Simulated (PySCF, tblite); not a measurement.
**4-methoxypyridine: a rotation path, then NMR shifts on frames**

Aim: move 4-methoxypyridine (`COc1ccncc1`) away from its starting geometry and see how NMR shifts follow the geometry.

The runs use tblite 0.8.0 and PySCF 2.14.0, with density-fitted response routines of our own; the level of theory stands in each step. All values are computed, except where a source is named. Atoms count from 0, in the outputs and in this text.

## (1) The molecule as given

15 atoms, charge 0, multiplicity 1; geometry from: GFN2-xTB.

Bonds of the start (Å): C0–O1 1.41, O1–C2 1.35, C2–C3 1.40, C3–C4 1.38, C4–N5 1.32, N5–C6 1.32, C6–C7 1.39, C7–C2 1.39, C0–H8 1.09, C0–H9 1.09, C0–H10 1.09, C3–H11 1.08, C4–H12 1.08, C6–H13 1.08, C7–H14 1.08.

## (2) The rotation path with GFN2-xTB

What the job is given:

```
{"job": {"kind": "neb", "xc": "GFN2-xTB", "basis": "xTB", "atoms": [7, 2, 1, 0], "turn": 180}, "charge": 0, "multiplicity": 1}
C      2.474100    -0.061636     0.183593
O      1.414812     0.862232     0.088586
C      0.148851     0.392292     0.003123
C     -0.869512     1.346812    -0.079945
C     -2.176154     0.913490    -0.171953
N     -2.528570    -0.363645    -0.183967
C     -1.564540    -1.260819    -0.103450
C     -0.216466    -0.951641    -0.008893
H      2.526412    -0.703748    -0.701118
H      3.381151     0.536952     0.247182
H      2.384519    -0.681753     1.081009
H     -0.614833     2.393939    -0.071341
H     -2.989886     1.623127    -0.240460
H     -1.886511    -2.293983    -0.115725
H      0.512213    -1.743629     0.051447
```

With the program's defaults for keys left out, this is: GFN2-xTB climbing-image nudged elastic band, gas phase.

On the command line:

```sh
$ OMP_NUM_THREADS=1 python probes_run.py task.json out
```

The driver reads the jobs from task.json and runs them one after another.

The log of the run:

```text
image   E - E0 / eV
  0      -0.0000
  1       0.0519
  2       0.1500
  3       0.2343
  4       0.2609
  5       0.2110
  6       0.1297
  7       0.0410
  8      -0.0000
```

Run time: 2.1 s. Hardware: 1 thread of Arm Neoverse V2, shared host; peak memory 0.19 GiB.

The final band, with the dihedral C7–C2–O1–C0:

```csv
image,dihedral (°),energy (eV),energy (kcal/mol)
0,0,0.000,0.0
1,21,0.052,1.2
2,44,0.150,3.5
3,70,0.234,5.4
4,95,0.261,6.0
5,121,0.211,4.9
6,144,0.130,3.0
7,162,0.041,0.9
8,180,0.000,0.0
```

## (3) Nuclear shieldings: image 0, PBE0/pcSseg-1

What the job is given:

```
{"job": {"kind": "nmr", "xc": "PBE0", "basis": "pcSseg-1", "pop": false}, "charge": 0, "multiplicity": 1}
C      2.474100    -0.061600     0.183600
O      1.414800     0.862200     0.088600
C      0.148900     0.392300     0.003100
C     -0.869500     1.346800    -0.079900
C     -2.176200     0.913500    -0.172000
N     -2.528600    -0.363600    -0.184000
C     -1.564500    -1.260800    -0.103400
C     -0.216500    -0.951600    -0.008900
H      2.526400    -0.703700    -0.701100
H      3.381200     0.537000     0.247200
H      2.384500    -0.681800     1.081000
H     -0.614800     2.393900    -0.071300
H     -2.989900     1.623100    -0.240500
H     -1.886500    -2.294000    -0.115700
H      0.512200    -1.743600     0.051400
```

Level: GIAO PBE0/pcSseg-1 NMR shielding, non-relativistic, gas phase.

The log of the run:

```text
coarse grid: 13008 points
cycle   1  E = -362.2327506034  dE =  1.466e+00  |g| = 5.295e-01  |ddm| = 3.671e+00
cycle   2  E = -362.1964875678  dE =  3.626e-02  |g| = 7.067e-01  |ddm| = 1.215e+00
cycle   3  E = -362.2885925845  dE = -9.211e-02  |g| = 1.053e-01  |ddm| = 7.048e-01
cycle   4  E = -362.2906140036  dE = -2.021e-03  |g| = 4.227e-02  |ddm| = 1.070e-01
cycle   5  E = -362.2910200890  dE = -4.061e-04  |g| = 1.278e-02  |ddm| = 5.369e-02
cycle   6  E = -362.2910546596  dE = -3.457e-05  |g| = 5.556e-03  |ddm| = 1.728e-02
cycle   7  E = -362.2910612298  dE = -6.570e-06  |g| = 1.220e-03  |ddm| = 5.647e-03
final grid: 127056 points
cycle   8  E = -362.3469443725  dE = -3.406e-05  |g| = 1.205e-02  |ddm| = 4.150e-02
cycle   9  E = -362.3469057033  dE =  3.867e-05  |g| = 1.889e-02  |ddm| = 2.278e-02
cycle  10  E = -362.3469717861  dE = -6.608e-05  |g| = 1.999e-03  |ddm| = 1.543e-02
cycle  11  E = -362.3469727624  dE = -9.763e-07  |g| = 4.255e-04  |ddm| = 2.346e-03
cycle  12  E = -362.3469727990  dE = -3.661e-08  |g| = 1.994e-04  |ddm| = 6.018e-04
cycle  13  E = -362.3469728084  dE = -9.404e-09  |g| = 3.459e-05  |ddm| = 2.066e-04
cycle  14  E = -362.3469728086  dE = -1.957e-10  |g| = 1.634e-05  |ddm| = 3.809e-05
converged SCF energy = -362.3469728086

GIAO shielding tensors (ppm)
atom      isotropic    diamagn.    paramagn.     s11        s22        s33       span
  0 C      131.394     245.854    -114.459    103.078    112.138    178.967     75.888
  1 O      222.167     397.296    -175.129    112.121    262.610    291.770    179.649
  2 C       14.085     254.209    -240.124    -71.050     -4.941    118.246    189.296
  3 C       68.533     256.251    -187.718    -24.759     66.174    164.183    188.942
  4 C       30.492     250.356    -219.865    -78.177     27.127    142.524    220.700
  5 N      -69.456     331.989    -401.445   -364.153   -153.816    309.601    673.755
  6 C       30.088     250.304    -220.216    -78.785     26.113    142.936    221.721
  7 C       78.795     261.548    -182.753    -14.106     70.892    179.598    193.704
  8 H       27.934      29.902      -1.968     24.558     25.605     33.639      9.081
  9 H       27.407      28.011      -0.605     23.010     26.123     33.087     10.077
 10 H       27.942      29.912      -1.969     24.579     25.613     33.635      9.056
 11 H       24.699      32.274      -7.575     21.516     23.652     28.928      7.412
 12 H       22.933      28.803      -5.870     18.961     22.814     27.025      8.064
 13 H       22.910      29.482      -6.572     18.850     22.619     27.262      8.412
 14 H       25.149      34.318      -9.169     21.640     23.839     29.967      8.326
```

Wall time 20 s (1 thread of Arm Neoverse V2, shared host); peak memory 0.77 GiB.

The references, computed at this level on geometries of the same kind, shield at (ppm): 1H TMS 31.72, 13C TMS 186.9, 15N NH3 267.7, 17O H2O 336.1. Their shielding less the atom's gives the shift. The references are single molecules in the gas phase, so shifts against H2O, NH3, PH3, H3PO4 or CFCl3 are not on the usual liquid scales and can be off by tens of ppm. Each atom is listed at this fixed geometry, with no averaging over motion; a spectrum would average atoms that exchange fast.

```csv
atoms,environment,σ (ppm),δ (ppm)
C2,aromatic carbon bearing oxygen,14.1,172.8
C6,aromatic CH next to a ring nitrogen,30.1,156.8
C4,aromatic CH next to a ring nitrogen,30.5,156.4
C3,aromatic CH,68.5,118.4
C7,aromatic CH,78.8,108.1
C0,methyl carbon bonded to O,131.4,55.5
H13,hydrogen on an aromatic CH next to a ring nitrogen,22.91,8.81
H12,hydrogen on an aromatic CH next to a ring nitrogen,22.93,8.78
H11,hydrogen on an aromatic CH,24.70,7.02
H14,hydrogen on an aromatic CH,25.15,6.57
H9,hydrogen on a methyl carbon bonded to O,27.41,4.31
H8,hydrogen on a methyl carbon bonded to O,27.93,3.78
H10,hydrogen on a methyl carbon bonded to O,27.94,3.77
O1,ether oxygen,222.2,113.9
N5,pyridine-type ring nitrogen,-69.5,337.2
```

Ring of atoms C2, C3, C4, N5, C6, C7: NICS(0) -8.3, NICS(1) -10.9, NICS(1)zz -26.9 ppm (means of both faces).

## (4) Shielding tensors: image 2, PBE0/pcSseg-1

What the job is given:

```
{"job": {"kind": "nmr", "xc": "PBE0", "basis": "pcSseg-1", "pop": false}, "charge": 0, "multiplicity": 1}
C      2.473400     0.018300     0.036600
O      1.387000     0.746800     0.564700
C      0.127900     0.316400     0.268100
C     -0.812200     1.293600    -0.057300
C     -2.100100     0.897100    -0.363900
N     -2.502700    -0.362800    -0.340700
C     -1.618400    -1.282100     0.001000
C     -0.292800    -1.011200     0.302400
H      2.472000     0.088900    -1.056500
H      3.369100     0.496300     0.428800
H      2.468300    -1.033800     0.327100
H     -0.510800     2.327900    -0.083000
H     -2.845700     1.623000    -0.659000
H     -1.993600    -2.296700     0.034800
H      0.374200    -1.813700     0.574900
```

Method: GIAO PBE0/pcSseg-1 NMR shielding, non-relativistic, gas phase.

The log of the run:

```text
coarse grid: 13008 points
cycle   1  E = -362.2259345379  dE =  1.454e+00  |g| = 5.394e-01  |ddm| = 3.669e+00
cycle   2  E = -362.1873956196  dE =  3.854e-02  |g| = 7.246e-01  |ddm| = 1.204e+00
cycle   3  E = -362.2833976623  dE = -9.600e-02  |g| = 1.012e-01  |ddm| = 7.080e-01
cycle   4  E = -362.2852213217  dE = -1.824e-03  |g| = 4.262e-02  |ddm| = 1.057e-01
cycle   5  E = -362.2856309909  dE = -4.097e-04  |g| = 1.392e-02  |ddm| = 5.574e-02
cycle   6  E = -362.2856740235  dE = -4.303e-05  |g| = 5.305e-03  |ddm| = 1.839e-02
cycle   7  E = -362.2856799657  dE = -5.942e-06  |g| = 1.170e-03  |ddm| = 5.174e-03
final grid: 127056 points
cycle   8  E = -362.3419039814  dE = -2.736e-05  |g| = 1.174e-02  |ddm| = 3.636e-02
cycle   9  E = -362.3418701285  dE =  3.385e-05  |g| = 1.804e-02  |ddm| = 2.227e-02
cycle  10  E = -362.3419302726  dE = -6.014e-05  |g| = 1.802e-03  |ddm| = 1.463e-02
cycle  11  E = -362.3419310576  dE = -7.849e-07  |g| = 4.293e-04  |ddm| = 2.163e-03
cycle  12  E = -362.3419310969  dE = -3.933e-08  |g| = 1.792e-04  |ddm| = 5.829e-04
cycle  13  E = -362.3419311045  dE = -7.545e-09  |g| = 3.345e-05  |ddm| = 1.896e-04
cycle  14  E = -362.3419311046  dE = -1.776e-10  |g| = 1.624e-05  |ddm| = 3.768e-05
converged SCF energy = -362.3419311046

GIAO shielding tensors (ppm)
atom      isotropic    diamagn.    paramagn.     s11        s22        s33       span
  0 C      128.278     245.231    -116.952     99.365    103.473    181.997     82.632
  1 O      242.487     398.660    -156.173    139.413    269.008    319.040    179.627
  2 C       11.745     253.601    -241.856    -78.349     -3.347    116.931    195.279
  3 C       65.163     256.795    -191.633    -31.520     64.505    162.502    194.022
  4 C       29.764     250.813    -221.049    -79.016     25.872    142.437    221.454
  5 N      -75.994     331.965    -407.959   -382.544   -155.161    309.723    692.267
  6 C       30.335     250.663    -220.329    -78.228     26.143    143.089    221.317
  7 C       72.409     259.898    -187.489    -24.930     62.438    179.720    204.649
  8 H       28.115      29.782      -1.667     24.250     25.970     34.125      9.876
  9 H       27.527      28.217      -0.690     23.682     25.657     33.241      9.559
 10 H       27.447      30.159      -2.712     22.730     26.733     32.877     10.148
 11 H       24.649      32.648      -7.999     21.733     23.287     28.928      7.194
 12 H       22.912      28.927      -6.015     19.041     22.671     27.024      7.984
 13 H       22.877      29.330      -6.454     18.910     22.630     27.090      8.181
 14 H       24.700      33.539      -8.840     21.065     23.343     29.690      8.625
```

Run time: 20 s. Hardware: 1 thread of Arm Neoverse V2, shared host; peak memory 0.79 GiB.

Key values: δ C2 175.2, C4 157.2, C6 156.6, C3 121.8, H13 8.84, H12 8.80 ppm.

(Part 1 of 2 ends here.)
